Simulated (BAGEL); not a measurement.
# C3H4F2 (SMILES C=CC(F)F): HF/def2-SVP (density fitting with qzvpp-jkfit)

Aim: the electronic atomisation energy of C3H4F2 at HF/def2-SVP (density fitting with qzvpp-jkfit), from 4 runs. 

The calculation is run with BAGEL 1.2.2.

12 further runs of the same task are left out: 12 set aside as unsound or not needed.

**1. The system as given**

C3H4F2: 9 atoms, total charge 0, spin state singlet. As SMILES, `C=CC(F)F`. The coordinates come from a PBE0-D4/def2-TZVP relaxation. This is one conformer, not always the lowest.

Bond lengths: C1–C2 1.322 Å, C2–C3 1.490 Å, C3–F4 1.354 Å, C3–F5 1.363 Å, C1–H6 1.083 Å, C1–H7 1.083 Å, C2–H8 1.086 Å, C3–H9 1.097 Å. Some angles: C1–C2–C3 123.8°, C2–C3–F4 111.8°, C2–C3–F5 109.7°, F4–C3–F5 107.5°, C1–C2–H8 121.8°, C3–C2–H8 114.4°, C2–C1–H6 121.3°, C2–C1–H7 121.1°, C2–C3–H9 112.9°, F4–C3–H9 107.6°.

**2. A single-point energy at HF/def2-SVP (density fitting with qzvpp-jkfit)**

calc.json

```json
{ "bagel": [

{
  "title": "molecule",
  "basis": "svp",
  "df_basis": "qzvpp-jkfit",
  "angstrom": true,
  "geometry": [
    { "atom": "C", "xyz": [      -0.521900,      -0.520600,      -1.183700 ] },
    { "atom": "C", "xyz": [       0.228000,      -0.538200,      -0.095400 ] },
    { "atom": "C", "xyz": [       0.252000,       0.558900,       0.913000 ] },
    { "atom": "F", "xyz": [      -0.462400,       1.634000,       0.503400 ] },
    { "atom": "F", "xyz": [       1.535300,       0.972500,       1.112300 ] },
    { "atom": "H", "xyz": [      -1.169700,       0.318600,      -1.407000 ] },
    { "atom": "H", "xyz": [      -0.507700,      -1.345300,      -1.885700 ] },
    { "atom": "H", "xyz": [       0.877500,      -1.376400,       0.137500 ] },
    { "atom": "H", "xyz": [      -0.142500,       0.250400,       1.888600 ] }
  ]
},

{
  "title": "hf"
},

{
  "title": "print",
  "file": "orbitals.molden",
  "orbitals": true
}

]}
```

Launch:

```
$ BAGEL_NUM_THREADS=1 BAGEL calc.json > calc.out
```

What it wrote:

```text
* using 1 threads per process

  ===============================================================
  ===============================================================

  *** Geometry ***

  { "atom" : "C", "xyz" : [     -0.986248,     -0.983791,     -2.236869 ] },
  { "atom" : "C", "xyz" : [      0.430858,     -1.017051,     -0.180280 ] },
  { "atom" : "C", "xyz" : [      0.476211,      1.056168,      1.725320 ] },
  { "atom" : "F", "xyz" : [     -0.873809,      3.087812,      0.951288 ] },
  { "atom" : "F", "xyz" : [      2.901297,      1.837759,      2.101942 ] },
  { "atom" : "H", "xyz" : [     -2.210413,      0.602067,     -2.658845 ] },
  { "atom" : "H", "xyz" : [     -0.959414,     -2.542249,     -3.563457 ] },
  { "atom" : "H", "xyz" : [      1.658235,     -2.601019,      0.259837 ] },
  { "atom" : "H", "xyz" : [     -0.269286,      0.473187,      3.568937 ] },

  Number of auxiliary basis functions:      451

  Since a DF basis is specified, we compute 2- and 3-index integrals:
    o Being stored without compression. Storage requirement is 0.029 GB

  Number of basis functions:       90
  Number of electrons      :       40

    * METHOD: MOLECULE                             0.21

  *** RHF ***

  === Nuclear Repulsion ===
   176.6594452947

      * DIIS with orbital gradients will be used.

  === RHF iteration (svp) ===
      0       -314.33842711          0.01753664           0.06
      1       -314.48664383          0.01008579           0.06
      2       -314.53703776          0.00156381           0.06
      3       -314.53875882          0.00048164           0.06
      4       -314.53888881          0.00007732           0.06
      5       -314.53889588          0.00003532           0.06
      6       -314.53889685          0.00001393           0.06
      7       -314.53889709          0.00000293           0.06
      8       -314.53889710          0.00000115           0.06
      9       -314.53889710          0.00000052           0.06
     10       -314.53889710          0.00000018           0.06
     11       -314.53889710          0.00000008           0.06
     12       -314.53889710          0.00000002           0.06
     13       -314.53889710          0.00000001           0.06
    * SCF iteration converged.

    * Permanent dipole moment:
           (    0.405651,     0.880187,     0.069895) a.u.

    * METHOD: HF                                   0.99

    * METHOD: PRINT                                0.02

  ===============================================================
```

It took 1.4 s on 1 thread of Arm Neoverse V1, shared host; peak memory 0.12 GiB.

**3. The C atom**

input.json

```json
{ "bagel" : [

{
  "title" : "molecule",
  "basis" : "svp",
  "df_basis" : "qzvpp-jkfit",
  "angstrom" : true,
  "geometry" : [
    { "atom" : "C", "xyz" : [       0.000000,       0.000000,       0.000000 ] }
  ]
},

{ "title" : "uhf", "nopen" : 2 },

{ "title" : "print", "file" : "orbitals.molden", "orbitals" : true }

]}
```

Launch:

```
$ BAGEL_NUM_THREADS=1 BAGEL input.json > input.out
```

What it wrote:

```text
* using 1 threads per process

  ===============================================================
  ===============================================================

  *** Geometry ***

  { "atom" : "C", "xyz" : [      0.000000,      0.000000,      0.000000 ] },

  Number of auxiliary basis functions:       75

  Since a DF basis is specified, we compute 2- and 3-index integrals:
    o Being stored without compression. Storage requirement is 0.000 GB

  Number of basis functions:       14
  Number of electrons      :        6

    * METHOD: MOLECULE                             0.01

  *** Open-shell HF ***

  === Nuclear Repulsion ===
     0.0000000000

      * DIIS with orbital gradients will be used.

  === UHF iteration (svp) ===
      0        -37.62532341          0.01846855           0.00
      1        -37.64210780          0.00629518           0.00
      2        -37.64458010          0.00267142           0.00
      3        -37.64521347          0.00010888           0.00
      4        -37.64522247          0.00002965           0.00
      5        -37.64522343          0.00000541           0.00
      6        -37.64522345          0.00000166           0.00
      7        -37.64522346          0.00000002           0.00
      8        -37.64522346          0.00000000           0.00
    * SCF iteration converged.

    * S^2 (UHF) is 2.0066

    * Permanent dipole moment:
           (   -0.000000,     0.000000,     0.000000) a.u.

    * METHOD: UHF                                  0.02

    * METHOD: PRINT                                0.00

  ===============================================================
```

Run time: 0.16 s. Hardware: 1 thread of Arm Neoverse V1, shared host.

**4. The F atom at the same level**

job.json

```json
{ "bagel": [

{
  "title": "molecule",
  "basis": "svp",
  "df_basis": "qzvpp-jkfit",
  "angstrom": "true",
  "geometry": [
    { "atom": "F", "xyz": [       0.000000,       0.000000,       0.000000 ] }
  ]
},

{ "title": "uhf", "nopen": 1 },

{ "title": "print", "file": "orbitals.molden", "orbitals": "true" }

]}
```

Run the same way, it converges to -99.28399 Eh (log not shown).

**5. The H atom at the same level**

input.json

```json
{ "bagel" : [

{
  "title" : "molecule",
  "basis" : "svp",
  "df_basis" : "qzvpp-jkfit",
  "angstrom" : "true",
  "geometry" : [
    { "atom" : "H", "xyz" : [    0.000000,    0.000000,    0.000000 ] }
  ]
},
{ "title" : "uhf", "nopen" : 1 },
{ "title" : "print", "file" : "orbitals.molden", "orbitals" : "true" }

]}
```

Launch:

```
$ BAGEL_NUM_THREADS=1 BAGEL input.json > input.out
```

What it wrote:

```text
* using 1 threads per process

  ===============================================================
  ===============================================================

  *** Geometry ***

  { "atom" : "H", "xyz" : [      0.000000,      0.000000,      0.000000 ] },

  Number of auxiliary basis functions:       18

  Since a DF basis is specified, we compute 2- and 3-index integrals:
    o Being stored without compression. Storage requirement is 0.000 GB

  Number of basis functions:        5
  Number of electrons      :        1

    * METHOD: MOLECULE                             0.01

  *** Open-shell HF ***

  === Nuclear Repulsion ===
     0.0000000000

      * DIIS with orbital gradients will be used.

  === UHF iteration (svp) ===
      0         -0.48880011          0.03455312           0.00
      1         -0.49787654          0.01272374           0.00
      2         -0.49909101          0.00465624           0.00
      3         -0.49927841          0.00000000           0.00
    * SCF iteration converged.

    * S^2 (UHF) is 0.7500

    * Permanent dipole moment:
           (   -0.000000,     0.000000,    -0.000000) a.u.

    * METHOD: UHF                                  0.01

    * METHOD: PRINT                                0.00

  ===============================================================
```

It took 0.14 s on 1 thread of Arm Neoverse V1, shared host.

**6. Outcome**

At HF/def2-SVP (density fitting with qzvpp-jkfit):

```
                     quantity          value
       molecule: total energy  -314.53890 Eh
      molecule: dipole moment         2.47 D
        molecule: HOMO energy      -10.94 eV
        molecule: LUMO energy        3.80 eV
      molecule: HOMO–LUMO gap       14.74 eV
         C atom: total energy   -37.64522 Eh
        C atom: dipole moment         0.00 D
                 C atom: ⟨S²⟩          2.007
         F atom: total energy   -99.28399 Eh
        F atom: dipole moment         0.00 D
                 F atom: ⟨S²⟩          0.752
         H atom: total energy    -0.49928 Eh
        H atom: dipole moment         0.00 D
                 H atom: ⟨S²⟩          0.750
electronic atomisation energy      28.249 eV
```

In words: Taking the molecule apart into free atoms costs 28.25 eV (2726 kJ/mol), before zero-point energy and without spin-orbit coupling. Hartree–Fock lacks the correlation of the bonding pairs, which as a rule makes this value much too low; in minimal bases other errors can mask that.
